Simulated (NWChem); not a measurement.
# One shape, several levels: GeSiH6S (SMILES [SiH3][S][GeH3])

Wanted: a comparison of 3 runs (HF/STO-3G, HF/3-21G, B3LYP/6-31G*) of GeSiH6S. 

Program for the calculation: NWChem 7.3.0.

## Step 1: Starting point

GeSiH6S: 9 atoms, total charge 0, spin state singlet. As SMILES, `[SiH3][S][GeH3]`. Geometry: relaxed at PBE0-D4/def2-TZVP.

Bond lengths: Si1–S2 2.131 Å, S2–Ge3 2.227 Å, Si1–H4 1.487 Å, Si1–H5 1.483 Å, Si1–H6 1.487 Å, Ge3–H7 1.533 Å, Ge3–H8 1.536 Å, Ge3–H9 1.536 Å. Some angles: Si1–S2–Ge3 98.2°, S2–Si1–H4 111.1°, S2–Si1–H5 106.5°, S2–Si1–H6 111.1°, S2–Ge3–H7 105.6°, S2–Ge3–H8 109.6°, S2–Ge3–H9 109.7°, H4–Si1–H5 109.9°, H4–Si1–H6 108.3°, H5–Si1–H6 109.9°.

## Step 2: Energy and forces at HF/STO-3G (run 1)

job.nw

```
start job
memory stack 880 mb heap 220 mb global 1100 mb
geometry units angstrom noautosym nocenter noautoz
  Si    -0.690300     1.165700    -0.913000
  S      1.295500     0.504400    -0.512700
  Ge     0.800800    -1.155800     0.886500
  H     -1.504200     0.078200    -1.516900
  H     -0.573400     2.297200    -1.864400
  H     -1.365000     1.618900     0.331700
  H      2.145300    -1.774700     1.284200
  H     -0.088700    -2.184900     0.172000
  H      0.068500    -0.595400     2.115500
end
basis spherical bse
  * library STO-3G
end
scf
  thresh 1e-08
  maxiter 80
  print medium
end
task scf gradient
```

Launch:

```
nwchem job.nw > job.out
```

The program printed:

```text
[...]
  functions       =    42
[...]
  wavefunction    = RHF
[...]
         Total SCF energy =  -2734.075580092721
      One-electron energy =  -4500.239167555812
      Two-electron energy =   1430.732707724959
 Nuclear repulsion energy =    335.430879738132
        Time for solution =      3.0s
[...]
                         RHF ENERGY GRADIENTS
    atom               coordinates                        gradient
                 x          y          z           x          y          z
   1 Si     -1.304478   2.202854  -1.725320    0.013591  -0.008391   0.005943
   2 S       2.448140   0.953178  -0.968863    0.017811   0.011452  -0.010716
   3 Ge      1.513293  -2.184145   1.675242   -0.002473   0.010171  -0.008131
   4 H      -2.842526   0.147777  -2.866525   -0.016566  -0.024440  -0.012663
   5 H      -1.083569   4.341079  -3.523205    0.006056   0.023722  -0.020221
   6 H      -2.579476   3.059277   0.626822   -0.013564   0.009210   0.027635
   7 H       4.054029  -3.353697   2.426786    0.036179  -0.013168   0.007844
   8 H      -0.167619  -4.128862   0.325033   -0.022578  -0.025007  -0.020220
   9 H       0.129446  -1.125143   3.997715   -0.018457   0.016451   0.030529
[...]
```

It took 5.1 s on 1 thread of Intel Xeon Platinum 8252C at 3.80GHz (Skylake/Cascade Lake), shared host; peak memory 0.1 GiB.

## Step 3: Energy and forces at HF/3-21G (run 2)

run.py

```python
from ase import Atoms
from ase.calculators.nwchem import NWChem

mol = Atoms('SiSGeHHHHHH', positions=[
    [-0.690300, 1.165700, -0.913000],
    [1.295500, 0.504400, -0.512700],
    [0.800800, -1.155800, 0.886500],
    [-1.504200, 0.078200, -1.516900],
    [-0.573400, 2.297200, -1.864400],
    [-1.365000, 1.618900, 0.331700],
    [2.145300, -1.774700, 1.284200],
    [-0.088700, -2.184900, 0.172000],
    [0.068500, -0.595400, 2.115500],
])

calc = NWChem(
    label='calc',
    theory='scf',
    memory='2200 mb',
    basis='3-21G',
    basispar='spherical bse',
    scf={'nopen': '0', 'rhf': None, 'thresh': '1e-08', 'maxiter': '80'},
)
mol.calc = calc

forces = mol.get_forces()
print(f"energy = {mol.get_potential_energy():.6f} eV")
print("forces (eV/A):")
for s, f in zip(mol.symbols, forces):
    print(f"{s:2s} {f[0]:10.5f} {f[1]:10.5f} {f[2]:10.5f}")
print("dipole (e A):", mol.get_dipole_moment().round(4))
```

Launch:

```
export ASE_NWCHEM_COMMAND="nwchem PREFIX.nwi > PREFIX.nwo"
python run.py
```

The program printed:

```text
energy = -74879.807380 eV
forces (eV/A):
Si   -1.57943    1.15946   -0.83957
S     1.41010    0.10495   -0.18820
Ge    0.35939   -1.22467    0.97923
H     0.02885   -0.01939    0.06088
H    -0.09971   -0.04983    0.04921
H     0.02509   -0.06731    0.00571
H    -0.11339    0.00411    0.00627
H    -0.01157    0.08228    0.00694
H    -0.01933    0.01039   -0.08048
dipole (e A): [-0.4363 -0.2426  0.2306]
```

The calculator wrote calc.nwi:

```
title "calc"

permanent_dir calc

scratch_dir calc

start calc

geometry units angstrom nocenter noautosym noautoz
  Si -6.9030000000000002e-01 1.1657000000000000e+00 -9.1300000000000003e-01
  S  1.2955000000000001e+00 5.0439999999999996e-01 -5.1270000000000004e-01
  Ge 8.0079999999999996e-01 -1.1557999999999999e+00 8.8649999999999995e-01
  H  -1.5042000000000000e+00 7.8200000000000006e-02 -1.5168999999999999e+00
  H  -5.7340000000000002e-01 2.2972000000000001e+00 -1.8644000000000001e+00
  H  -1.3650000000000000e+00 1.6189000000000000e+00 3.3169999999999999e-01
  H  2.1453000000000002e+00 -1.7746999999999999e+00 1.2842000000000000e+00
  H  -8.8700000000000001e-02 -2.1848999999999998e+00 1.7199999999999999e-01
  H  6.8500000000000005e-02 -5.9540000000000004e-01 2.1154999999999999e+00
end

memory 2200 mb

basis spherical bse noprint
   * library 3-21G
end

scf
  nopen 0
  rhf
  thresh 1e-08
  maxiter 80
end

task scf gradient
```

calc.nwo:

```text
Northwest Computational Chemistry Package (NWChem) 7.3.0
             --------------------------------------------------------

           Job information
           ---------------

    nwchem branch   = 7.3.0
    use scalapack   = T
    input           = calc.nwi
    prefix          = calc.
    data base       = calc/calc.db
    status          = startup
    nproc           =        1

           Memory information
           ------------------

    heap     =     72089594 doubles =      550.0 Mbytes
    stack    =     72089599 doubles =      550.0 Mbytes
    global   =    144179200 doubles =     1100.0 Mbytes (distinct from heap & stack)
    total    =    288358393 doubles =     2200.0 Mbytes
    verify   = yes
    hardfail = no

[... 137 lines left out ...]
 Convergence threshold     :          1.000E-08
[... 12 lines left out ...]
       Final RHF  results
[... 3 lines left out ...]
      One-electron energy =  -4502.656273692091
[... 1 line left out ...]
 Nuclear repulsion energy =    335.430879738131
[... 52 lines left out ...]
                       ROHF Final Molecular Orbital Analysis
[... 234 lines left out ...]
                         RHF ENERGY GRADIENTS

    atom               coordinates                        gradient
                 x          y          z           x          y          z
   1 Si     -1.304478   2.202854  -1.725320    0.030715  -0.022548   0.016327
   2 S       2.448140   0.953178  -0.968863   -0.027422  -0.002041   0.003660
   3 Ge      1.513293  -2.184145   1.675242   -0.006989   0.023816  -0.019043
[... 5 lines of this table left out ...]
   9 H       0.129446  -1.125143   3.997715    0.000376  -0.000202   0.001565

                 ----------------------------------------
                 |  Time  |  1-e(secs)   |  2-e(secs)   |
                 ----------------------------------------
                 |  CPU   |       0.00   |       1.69   |
                 ----------------------------------------
                 |  WALL  |       0.00   |       1.69   |
                 ----------------------------------------

 Task  times  cpu:        5.5s     wall:        5.5s
 Total times  cpu:        5.5s     wall:        5.5s
```

It took 6.6 s on 1 thread of Intel Xeon Platinum 8252C at 3.80GHz (Skylake/Cascade Lake), shared host; peak memory 0.1 GiB.

## Step 4: Energy and forces at B3LYP/6-31G(d) (Cartesian functions) (run 3)

nw.xyz

```xyz
9

Si    -0.690300     1.165700    -0.913000
S      1.295500     0.504400    -0.512700
Ge     0.800800    -1.155800     0.886500
H     -1.504200     0.078200    -1.516900
H     -0.573400     2.297200    -1.864400
H     -1.365000     1.618900     0.331700
H      2.145300    -1.774700     1.284200
H     -0.088700    -2.184900     0.172000
H      0.068500    -0.595400     2.115500
```

nw.nw

```
start nw
memory total 2200 mb

geometry noautosym nocenter noautoz
 load nw.xyz
end

basis
 * library 6-31G*
end

dft
 xc b3lyp
 grid xfine
 convergence energy 1e-08
 iterations 100
 mulliken
end

task dft gradient
```

Launch:

```
nwchem nw.nw > nw.out
```

The program printed:

```text
[...]
          Wavefunction type:  closed shell.
          No. of atoms     :     9
          No. of electrons :    68
[...]
          Charge           :     0
          Spin multiplicity:     1
[...]
          AO basis - number of functions:    85
[...]
              XC Information
              --------------
                         B3LYP Method XC Potential
                     Hartree-Fock (Exact) Exchange  0.200
                        Slater Exchange Functional  0.800 local
                    Becke 1988 Exchange Functional  0.720 non-local
              Lee-Yang-Parr Correlation Functional  0.810
                  VWN I RPA Correlation Functional  0.190 local
[...]
 d= 0,ls=0.0,diis     1  -2768.0426025717 -3.10D+03  1.26D-02  1.17D+00     5.2
[...]
 d= 0,ls=0.0,diis    10  -2768.0912612982 -2.94D-10  1.72D-07  6.52D-11    42.5
         Total DFT energy =    -2768.091261298179
      One electron energy =    -4517.380415103839
           Coulomb energy =     1541.784641704134
    Exchange-Corr. energy =     -127.926367636606
 Nuclear repulsion energy =      335.430879738132
[...]
  wavefunction    = closed shell
                         DFT ENERGY GRADIENTS
    atom               coordinates                        gradient
                 x          y          z           x          y          z
   1 Si     -1.304478   2.202854  -1.725320    0.005090  -0.002755   0.001877
   2 S       2.448140   0.953178  -0.968863   -0.007789  -0.002977   0.003033
   3 Ge      1.513293  -2.184145   1.675242   -0.000347   0.003959  -0.003223
   4 H      -2.842526   0.147777  -2.866525    0.000823  -0.000133   0.000269
   5 H      -1.083569   4.341079  -3.523205    0.000535  -0.000287   0.000188
   6 H      -2.579476   3.059277   0.626822    0.000799  -0.000332   0.000012
   7 H       4.054029  -3.353697   2.426786   -0.001911   0.001156  -0.000802
   8 H      -0.167619  -4.128862   0.325033    0.001519   0.001942   0.000854
   9 H       0.129446  -1.125143   3.997715    0.001281  -0.000573  -0.002209
[...]
```

Wall time 60 s (1 thread of Intel Xeon Platinum 8252C at 3.80GHz (Skylake/Cascade Lake), shared host); peak memory 0.15 GiB.

## Step 5: The series

```csv
run,level,Cartesian functions,iteration cap,energy (Eh),dipole moment (D),HOMO energy (eV),LUMO energy (eV),wall time
1,HF/STO-3G,no,80,-2734.075580,1.11,-6.82,10.17,5.1 s
2,HF/3-21G,no,80,-2751.782188,2.64,-10.18,2.70,6.6 s
3,B3LYP/6-31G* (Cartesian functions),yes,100,-2768.091261,1.48,-6.97,-0.45,60 s
```

## Step 6: What came out

```
                       quantity           value
            run 3: total energy  -2768.09126 Eh
           run 3: dipole moment          1.48 D
             run 3: HOMO energy        -6.97 eV
             run 3: LUMO energy        -0.45 eV
           run 3: HOMO–LUMO gap         6.52 eV
run 3: largest force on an atom      0.456 eV/Å
```

In words: The dipole moment (its size) runs from 1.11 D (HF/STO-3G) to 2.64 D (HF/3-21G). The HOMO–LUMO gap runs from 6.52 eV (B3LYP/6-31G*) to 16.98 eV (HF/STO-3G). The two ends differ in method and basis. In run 1 the basis is minimal, so the values are rough. All runs together took 71 s, the longest 60 s.
